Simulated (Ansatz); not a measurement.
# CH8SSi2: the cost of one run

All numbers below are computed with Ansatz 0.2.0 (RKS PBE0-D4/def2-SVP).

### Step 1. Starting point

Bond lengths: Si1–Si2 2.590 Å, Si1–S3 2.208 Å, Si1–H5 1.467 Å, Si1–C6 1.896 Å, Si2–H7 1.469 Å, Si2–H8 1.473 Å, Si2–H9 1.472 Å, C6–H10 1.090 Å, C6–H11 1.087 Å, C6–H12 1.086 Å. Angles (14 of 18 angles, heavy atoms first): Si2–Si1–S3 85.8°, Si2–Si1–C6 118.1°, S3–Si1–C6 109.9°, Si1–Si2–H7 111.3°, Si1–Si2–H8 110.1°, Si1–Si2–H9 113.6°, Si2–Si1–H5 123.5°, S3–Si1–H5 107.1°, H5–Si1–C6 108.6°, Si1–C6–H10 111.5°, Si1–C6–H11 111.4°, Si1–C6–H12 110.8°, H7–Si2–H8 104.2°, H7–Si2–H9 112.9°.

As a file:

```xyz
12

Si   -0.5217    0.1147   -0.7437
Si    1.8707    0.2429    0.2399
S    -0.1135   -2.0366   -1.0294
H     1.4219   -1.5025   -0.2983
H    -0.8889    0.6615   -2.0543
C    -1.9858    0.3418    0.4394
H     1.9637   -0.4837    1.5138
H     2.1989    1.6353    0.5927
H     2.9232   -0.1407   -0.7152
H    -2.8920   -0.1173    0.0448
H    -1.7865   -0.1114    1.4076
H    -2.1901    1.3959    0.6027
```

### Step 2. A restrained relaxation towards end A

Springs on the bonds that form and break draw the guess towards this end; the thresholds are loose.

input.yaml

```yaml
crystal:
  periodic: [false, false, false]
  atoms:
    - { symbol: Si, position_ang: [-0.5217, 0.1147, -0.7437] }
    - { symbol: Si, position_ang: [1.8707, 0.2429, 0.2399] }
    - { symbol: S, position_ang: [-0.1135, -2.0366, -1.0294] }
    - { symbol: H, position_ang: [1.4219, -1.5025, -0.2983] }
    - { symbol: H, position_ang: [-0.8889, 0.6615, -2.0543] }
    - { symbol: C, position_ang: [-1.9858, 0.3418, 0.4394] }
    - { symbol: H, position_ang: [1.9637, -0.4837, 1.5138] }
    - { symbol: H, position_ang: [2.1989, 1.6353, 0.5927] }
    - { symbol: H, position_ang: [2.9232, -0.1407, -0.7152] }
    - { symbol: H, position_ang: [-2.892, -0.1173, 0.0448] }
    - { symbol: H, position_ang: [-1.7865, -0.1114, 1.4076] }
    - { symbol: H, position_ang: [-2.1901, 1.3959, 0.6027] }
basis:
  gaussian: { orbitals: def2-SVP }
hamiltonian:
  xc: pbe0
  dispersion: d4
relax:
  f_tol: 0.15
  max_steps: 25
  restrain:
    - { distance: [3, 1], at: 2.72, k: 30.0 }
    - { distance: [0, 1], at: 2.22, k: 30.0 }
    - { distance: [3, 2], at: 1.36, k: 30.0 }
output:
  orbitals: {}
```

On the command line:

```console
$ ansatz run input.yaml --threads 2 --pin off --max-ram 3072MiB --backend cpu --events-out ev --progress --plain --runs-dir out
```

Q: Estimate wall time and peak memory on 2 threads of Arm Neoverse V1, shared host.

About 23 s, with a peak of 0.24 GiB.
